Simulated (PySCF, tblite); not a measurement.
# C₆H₈FNP+: geometry, infrared bands and NMR shifts

Wanted: the infrared bands and NMR shifts of C₆H₈FNP+ (`N[PH2+]c1ccc(F)cc1`), by calculation.

Computed with tblite 0.8.0 and PySCF 2.14.0, with density-fitted response routines of our own, on a single molecule in the gas phase. Atoms are numbered from 0 throughout.

**1. The molecule as given**

17 atoms, charge 1, multiplicity 1; geometry from: force field or distance geometry start.

Bonds of the start (Å): N0–P1 1.73, P1–C2 1.78, C2–C3 1.40, C3–C4 1.40, C4–C5 1.37, C5–F6 1.35, C5–C7 1.38, C7–C8 1.37, C8–C2 1.38, N0–H9 1.04, N0–H10 1.03, P1–H11 1.42, P1–H12 1.41, C3–H13 1.07, C4–H14 1.09, C7–H15 1.10, C8–H16 1.07.

**2. Relaxing the molecule with GFN2-xTB**

What the job is given:

```
{"job": {"kind": "relax", "xc": "GFN2-xTB", "basis": "xTB"}, "charge": 1, "multiplicity": 1}
N      3.014000     0.335500    -0.017200
P      1.795200    -0.888400    -0.069400
C      0.141000    -0.303500     0.206500
C     -0.107400     1.072500     0.259300
C     -1.427900     1.464600     0.481900
C     -2.429300     0.542600     0.601900
F     -3.680400     0.998000     0.798900
C     -2.146000    -0.805400     0.539200
C     -0.863300    -1.242800     0.334400
H      3.336000     0.615000     0.933700
H      2.926500     1.087500    -0.709200
H      2.095400    -1.811500     0.972800
H      1.829700    -1.556000    -1.309200
H      0.708000     1.758600     0.158400
H     -1.597000     2.542700     0.524200
H     -2.979600    -1.517200     0.655900
H     -0.621900    -2.280100     0.277600
```

Launch:

```sh
> OMP_NUM_THREADS=1 python probes_run.py task.json out
```

One launch serves the whole session: the jobs run in the order shown.

**Question.** This job is followed by: GFN2-xTB harmonic vibrations, gas phase; GIAO PBE0/pcSseg-1 NMR shielding, non-relativistic, gas phase. What will the session give for the following? strongest single infrared mode (GFN2-xTB); zero-point energy (GFN2-xTB); 13C shifts against TMS (PBE0/pcSseg-1, means over atoms taken as alike); 1H shifts against TMS (PBE0/pcSseg-1, means over atoms taken as alike); 15N shifts against NH3 (PBE0/pcSseg-1); 31P shifts against H3PO4 (PBE0/pcSseg-1); 19F shifts against CFCl3 (PBE0/pcSseg-1).

**Answer**, as computed:

| quantity | value |
| --- | --- |
| strongest single infrared mode (GFN2-xTB) | 509 cm⁻¹, 400 km/mol |
| zero-point energy (GFN2-xTB) | 77.1 kcal/mol |
| 13C shifts against TMS (PBE0/pcSseg-1, means over atoms taken as alike) | 180.7, 137.6, 128.2, 108.6 ppm |
| 1H shifts against TMS (PBE0/pcSseg-1, means over atoms taken as alike) | 8.12, 7.90, 7.61, 2.99 ppm |
| 15N shifts against NH3 (PBE0/pcSseg-1) | 9.2 ppm |
| 31P shifts against H3PO4 (PBE0/pcSseg-1) | -29.2 ppm |
| 19F shifts against CFCl3 (PBE0/pcSseg-1) | -79.2 ppm |

**Reading.** Over 44 steps the energy fell by 0.363 eV; of the close pairs, N0–P1 changed most, 1.728 to 1.633 Å. The lowest mode is slightly imaginary (18i cm⁻¹), a soft motion within the noise of the Hessian, so the minimum is not strictly shown. The strongest single mode, at 509 cm⁻¹, moves mainly H9 and H10. Unscaled tight-binding wavenumbers are off by several per cent, some by more. Its intensities can rank the bands wrongly. At PBE0/pcSseg-1: The widest tensor belongs to C3, C8: span 244 ppm, with a paramagnetic part of -206 ppm. NICS(1)zz of -27 ppm above the planar ring from C2 marks a diatropic (aromatic) ring current.
